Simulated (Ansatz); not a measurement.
Geometry optimisation, DFT PBE, scalar-relativistic, plane waves, PAW (Ansatz).

input.yaml

```yaml
crystal:
  lattice:
    - [5.71026, 0.0, 0.0]
    - [-2.85513, 4.94523, 0.0]
    - [0.0, 0.0, 21.00755]
  atoms:
    - { symbol: W, position: [0.0, 0.0, 0.0476019] }
    - { symbol: C, position: [0.3333333, 0.1666667, 0.1143165] }
    - { symbol: W, position: [0.0, 0.0, 0.1810311] }
    - { symbol: C, position: [0.3333333, 0.1666667, 0.2477457] }
    - { symbol: W, position: [0.0, 0.0, 0.3144603] }
    - { symbol: C, position: [0.3333333, 0.1666667, 0.3811749] }
    - { symbol: W, position: [0.0, 0.5, 0.0476019] }
    - { symbol: C, position: [0.3333333, 0.6666667, 0.1143165] }
    - { symbol: W, position: [0.0, 0.5, 0.1810311] }
    - { symbol: C, position: [0.3333333, 0.6666667, 0.2477457] }
    - { symbol: W, position: [0.0, 0.5, 0.3144603] }
    - { symbol: C, position: [0.3333333, 0.6666667, 0.3811749] }
    - { symbol: W, position: [0.5, 0.0, 0.0476019] }
    - { symbol: C, position: [0.8333333, 0.1666667, 0.1143165] }
    - { symbol: W, position: [0.5, 0.0, 0.1810311] }
    - { symbol: C, position: [0.8333333, 0.1666667, 0.2477457] }
    - { symbol: W, position: [0.5, 0.0, 0.3144603] }
    - { symbol: C, position: [0.8333333, 0.1666667, 0.3811749] }
    - { symbol: W, position: [0.5, 0.5, 0.0476019] }
    - { symbol: C, position: [0.8333333, 0.6666667, 0.1143165] }
    - { symbol: W, position: [0.5, 0.5, 0.1810311] }
    - { symbol: C, position: [0.8333333, 0.6666667, 0.2477457] }
    - { symbol: W, position: [0.5, 0.5, 0.3144603] }
    - { symbol: C, position: [0.8333333, 0.6666667, 0.3811749] }
    - { symbol: Ti, position: [0.1746821, 0.356302, 0.5292169] }
    - { symbol: Cl, position: [0.5815609, 0.4944976, 0.4948192] }
    - { symbol: Cl, position: [0.0366493, 0.6247847, 0.4948192] }
    - { symbol: Cl, position: [-0.0937325, -0.0502297, 0.4948192] }
    - { symbol: Cl, position: [0.1746821, 0.356302, 0.6325131] }
basis:
  ecutwfc: 420.0
kpoints:
  mp_grid: { grid: [3, 3, 1] }
hamiltonian:
  xc: pbe
  pseudopotentials: { kind: paw, azcp: { folder: soft_1 } }
scf:
  occupations: { method: gaussian, width: 0.15 }
  lower_state_search: "off"
relax:
  f_tol: 0.03
  max_steps: 60
  adjacent_minimum: "off"
  constraints: [{ sites: [0, 1, 6, 7, 12, 13, 18, 19] }]
```

Launched with:

```bash
$ ansatz run input.yaml --threads 4 --pin off --max-ram 10240MiB --backend cpu --events-out ev --progress --plain --runs-dir out
```

Task: Where does it end, and by what steps?

Result: It converged. The force dipped under the threshold on the way, but the program's further checks kept it going. Limits of this set-up: coarse k mesh, slab without dipole correction, no dispersion correction for a molecule that may bind weakly, a typed lattice constant that wasn't relaxed here. After 27 steps the energy has fallen by 7.447 eV; Cl27 moved furthest, 2.98 Å. Parted: Cl26–Cl27 (2.32 → 3.26 Å), Cl26–Cl28 (2.32 → 3.59 Å), Cl27–Cl28 (2.32 → 3.56 Å).

```csv
step,energy less start (eV),largest force component (eV/Å),accepted
0,0.0000,6.002,yes
1,-5.0559,2.765,yes
2,-6.2099,1.088,yes
3,-6.7543,0.548,yes
4,-6.9891,0.271,yes
5,-7.0942,0.127,yes
6,-7.1452,0.118,yes
7,-7.1781,0.130,yes
8,-7.2100,0.144,yes
9,-7.2453,0.160,yes
10,-7.2818,0.176,yes
11,-7.3177,0.168,yes
12,-7.3426,0.142,yes
13,-7.3584,0.029,yes
14,-7.3584,0.027,yes
15,-7.3660,0.162,yes
16,-7.3669,0.168,yes
17,-7.3804,0.081,yes
18,-7.3886,0.092,yes
19,-7.3981,0.124,yes
20,-7.4092,0.191,yes
21,-7.4225,0.205,yes
22,-7.4341,0.159,yes
23,-7.4368,0.213,yes
24,-7.4456,0.013,yes
25,-7.4457,0.011,yes
26,-7.4461,0.014,yes
27,-7.4465,0.019,yes
```

```xyz
29
Lattice="5.7103 0.0000 0.0000 -2.8551 4.9452 0.0000 0.0000 0.0000 21.0075" Properties=species:S:1:pos:R:3
W 0.000 0.000 1.000
C 1.428 0.824 2.402
W 0.000 0.000 3.851
C 1.428 0.824 5.250
W 0.000 0.000 6.781
C 1.427 0.824 7.910
W -1.428 2.473 1.000
C 0.000 3.297 2.402
W -1.428 2.473 3.851
C 0.000 3.297 5.250
W -1.428 2.473 6.781
C 0.000 3.297 7.910
W 2.855 0.000 1.000
C 4.283 0.824 2.402
W 2.855 0.000 3.851
C 4.283 0.824 5.250
W 2.855 0.000 6.781
C 4.283 0.824 7.910
W 1.428 2.473 1.000
C 2.855 3.297 2.402
W 1.428 2.473 3.851
C 2.855 3.297 5.250
W 1.427 2.473 6.782
C 2.855 3.297 7.910
Ti -0.252 1.900 13.272
Cl 1.890 2.242 13.357
Cl -1.032 3.926 13.202
Cl -0.803 0.844 11.443
Cl -0.898 0.884 15.102
```

Whether the end is a true minimum wasn't checked by a vibrational analysis.

The run took 5.5 min on 4 threads of Arm Neoverse V2 (shared host), peak memory 1.9 GiB.
